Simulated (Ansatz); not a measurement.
# CH6AlNS: the cost of one run

Computed with Ansatz 0.2.0 through its Python package. Level of theory: r2SCAN0/def2-TZVP.

### 1 The structure

Bond lengths: C1–Al2 1.983 Å, Al2–N3 1.779 Å, Al2–S4 2.208 Å, C1–H5 1.094 Å, C1–H6 1.095 Å, C1–H7 1.093 Å, N3–H8 1.011 Å, N3–H9 1.013 Å, S4–H10 1.328 Å. Angles: C1–Al2–N3 126.4°, C1–Al2–S4 118.8°, N3–Al2–S4 114.8°, Al2–C1–H5 112.0°, Al2–C1–H6 111.5°, Al2–C1–H7 111.7°, H5–C1–H6 107.0°, H5–C1–H7 106.7°, H6–C1–H7 107.7°, Al2–N3–H8 122.4°, Al2–N3–H9 129.9°, H8–N3–H9 107.7°, Al2–S4–H10 90.3°.

The script holds or builds the structure itself.

### 2 Script

The input, ch6alns.py:

```python
from collections import Counter

import ansatz as az

config = {
    'basis': 'def2-TZVP',
    'functional': 'r2scan0',
}


def single_point(molecule, charge=0, unpaired=0):
    calc = (
        molecule.calculation()
        .basis(gaussian=config['basis'])
        .functional(config['functional'])
    )
    if charge:
        calc = calc.charge(charge)
    if unpaired:
        calc = calc.spin('collinear', total=unpaired)
    report = calc.run(threads=1).report
    if report['published_state_doubts']:
        print('  doubts:', report['published_state_doubts'])
    return report['free_energy_ev']

geometry_ang = [
    ('C', [-1.41217, 1.08616, 0.16952]),
    ('Al', [0.26864, 0.06688, -0.09365]),
    ('N', [0.55639, -1.62847, 0.36223]),
    ('S', [1.98226, 1.07072, -1.05893]),
    ('H', [-2.19103, 0.78091, -0.53527]),
    ('H', [-1.25591, 2.16063, 0.02879]),
    ('H', [-1.82195, 0.93923, 1.17239]),
    ('H', [-0.15481, -2.20084, 0.79725]),
    ('H', [1.39379, -2.1909, 0.27437]),
    ('H', [2.63479, -0.08432, -1.11671]),
]
geometry = az.Crystal.molecule()
for symbol, xyz in geometry_ang:
    geometry = geometry.atom(symbol, xyz)

unpaired = {'C': 2, 'Al': 1, 'N': 3, 'S': 2, 'H': 1}
counts = Counter(site.symbol for site in geometry.cartesian_sites)
atom_energy = {s: single_point(az.Crystal.molecule().atom(s, (0, 0, 0)), 0, unpaired[s]) for s in counts}
whole = single_point(geometry, 0, 0)
for s, e in atom_energy.items():
    print(f'{s:2s} x{counts[s]}  {e:14.5f} eV')
print(f'CH6AlNS: {whole:.5f} eV')
split = sum(counts[s] * e for s, e in atom_energy.items()) - whole
print(f'atomisation energy (no zero-point term): {split:.3f} eV, {split / sum(counts.values()):.3f} eV an atom')
```

### 3 The input behind the calls

The engine receives this input (first run):

```yaml
crystal:
  periodic: [false, false, false]
  atoms:
    - { symbol: C, position_ang: [0.0, 0.0, 0.0] }
basis:
  gaussian:
    orbitals: def2-TZVP
hamiltonian:
  xc: r2scan0
magnetization:
  spin_polarized: true
  initial_magnetization: 2.0
```

### 4 The run

On the command line:

```console
> python ch6alns.py
```

Q: Estimate wall time and peak memory on 1 thread of Arm Neoverse V1, shared host.

About 16 s, with a peak of 0.33 GiB.
